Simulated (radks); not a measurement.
# Pt³⁺ in [Xe] 4f14 5d7: an all-electron calculation

Wanted: eigenvalues, radial structure and energy terms of the platinum ion Pt3+.

Program: radks (a radial shooting solver on a logarithmic mesh, Libxc functionals) version 1. Level of theory: scalar-relativistic Kohn-Sham, LDA (Slater exchange, Perdew-Wang correlation), spin-polarised, spherical densities, finite nucleus; open shells are filled with parallel spins first. These are calculated values, not measurements, unless marked.

### Step 1. What is computed

- element: platinum (Z = 78)
- charge: +3
- electrons: 75
- configuration: [Xe] 4f14 5d7
- nuclear rms radius: 5.427 fm

The outer shells:

Pt³⁺
```
[Xe] core
4f [↑↓][↑↓][↑↓][↑↓][↑↓][↑↓][↑↓]
5d [↑↓][↑↓][↑ ][↑ ][↑ ]
```

### Step 2. The calculation

Input:

```text
Z 78
configuration [Xe] 4f14 5d7 6s0 6p0
relativity scalar-relativistic
functional lda,pw
spin polarised
nucleus finite rms 5.427 fm
c 137.035999084
```

On the command line:

```
> python run_ks.py task.json out
```

The same process makes all the runs of this session.

**Question.** What will this run give?

The runs gave:

| quantity | value |
| --- | --- |
| total energy | -18397.1801 hartree |
| exchange-correlation share of it | 1.86 % |
| −T/E | 1.1144 |
| highest occupied level | 5d down, -37.970 eV |
| most extended occupied level | 5d down, <r> = 1.49 bohr |
| radius at density 0.001 e/bohr³ | 3.32 bohr |
| maxima of the radial density | 4 |
| ionisation energy, NIST | 43 (theory) eV |

**Reading.** The radial density shows 4 maxima for 5 occupied principal shells; where shells overlap, one shows as a shoulder or not at all. −T/E is 1.114: with relativity the kinetic term as defined here no longer equals −E. The top level binds by 37.970 eV, 88 % of the NIST ionisation energy of 43 eV; the potential of a semilocal functional falls off too fast, so its top eigenvalue is too shallow. Open shells are spherical and high-spin; term and fine-structure splittings are not resolved. Spin-orbit splitting is averaged out at the scalar-relativistic level.
